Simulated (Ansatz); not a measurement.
# CH₅InSn: basis-set convergence

The task here is to estimate one member of a computed series from the others.

Method: one geometry, several basis sets; program: Ansatz 0.2.0, Gaussian basis.

Plan: PBE0-D4/def2-SVP; ωB97M-V/def2-SVP; PBE0-D4/def2-QZVPP; ωB97M-V/def2-QZVPP; the functionals' def2-TZVPP values are taken from earlier runs.

## The geometry

An earlier PBE0-D4 in a triple-zeta def2 set relaxation fixed the geometry. In, Sn take the def2 core potential; no spin-orbit term is included.

SMILES `[CH2]1[InH][SnH2]1`, 8 atoms, charge 0, spin multiplicity 1.

Atoms are counted from 1 here; the program's logs count them from 0.

Bond lengths: C1–In2 2.151 Å, C1–Sn3 2.234 Å, C1–H4 1.091 Å, C1–H5 1.090 Å, In2–Sn3 2.732 Å, In2–H6 1.702 Å, Sn3–H7 1.716 Å, Sn3–H8 1.716 Å. Angles: In2–C1–Sn3 77.1°, In2–C1–H4 115.8°, In2–C1–H5 115.7°, Sn3–C1–H4 117.4°, Sn3–C1–H5 117.3°, H4–C1–H5 110.2°, C1–In2–Sn3 52.8°, C1–In2–H6 155.0°, Sn3–In2–H6 152.1°, C1–Sn3–In2 50.1°, C1–Sn3–H7 109.4°, C1–Sn3–H8 109.4°, In2–Sn3–H7 126.0°, In2–Sn3–H8 125.9°, H7–Sn3–H8 107.6°.

Set-up of the first run:

Contents of in.yaml:

```yaml
crystal:
  periodic: [false, false, false]
  atoms:
    - {symbol: C, position_ang: [-0.705165, 0.243441, -0.703915]}
    - {symbol: In, position_ang: [0.113765, 1.507838, 0.831710]}
    - {symbol: Sn, position_ang: [0.736933, -1.106500, 0.339343]}
    - {symbol: H, position_ang: [-1.766759, 0.011440, -0.612327]}
    - {symbol: H, position_ang: [-0.469710, 0.531575, -1.728959]}
    - {symbol: H, position_ang: [0.287803, 2.956850, 1.707683]}
    - {symbol: H, position_ang: [1.904453, -1.671441, -0.783492]}
    - {symbol: H, position_ang: [-0.101320, -2.473213, 0.949967]}
basis:
  gaussian: {orbitals: def2-SVP}
hamiltonian: {xc: pbe0, dispersion: d4}
output: {orbitals: {seedname: orbitals}}
```

Run with:

```sh
$ ansatz run in.yaml --threads 2 --pin off --events-out ev --progress --plain --max-ram 4352MiB
```

Among the steps run: PBE0-D4 in def2-SVP; ωB97M-V in def2-SVP; PBE0-D4 in def2-QZVPP; ωB97M-V in def2-QZVPP.

One of the session's tables, all rows but one given; the rest of the session is left out.

It belongs to the step «Functionals by basis». 

```
functional       basis  HOMO (eV)  LUMO (eV)
   PBE0-D4    def2-SVP      -5.57      -2.09
   PBE0-D4  def2-TZVPP      -5.62      -2.12
   PBE0-D4  def2-QZVPP      -5.63      -2.12
   ωB97M-V    def2-SVP          ?          ?
   ωB97M-V  def2-TZVPP      -7.51      -0.60
   ωB97M-V  def2-QZVPP      -7.52      -0.62
```

Q: Estimate the row for ωB97M-V, def2-SVP from the others.

**Answer.** HOMO (eV): -7.44; LUMO (eV): -0.49. In the column «HOMO (eV)» it lies between ωB97M-V, def2-TZVPP (-7.51) and PBE0-D4, def2-QZVPP (-5.63).
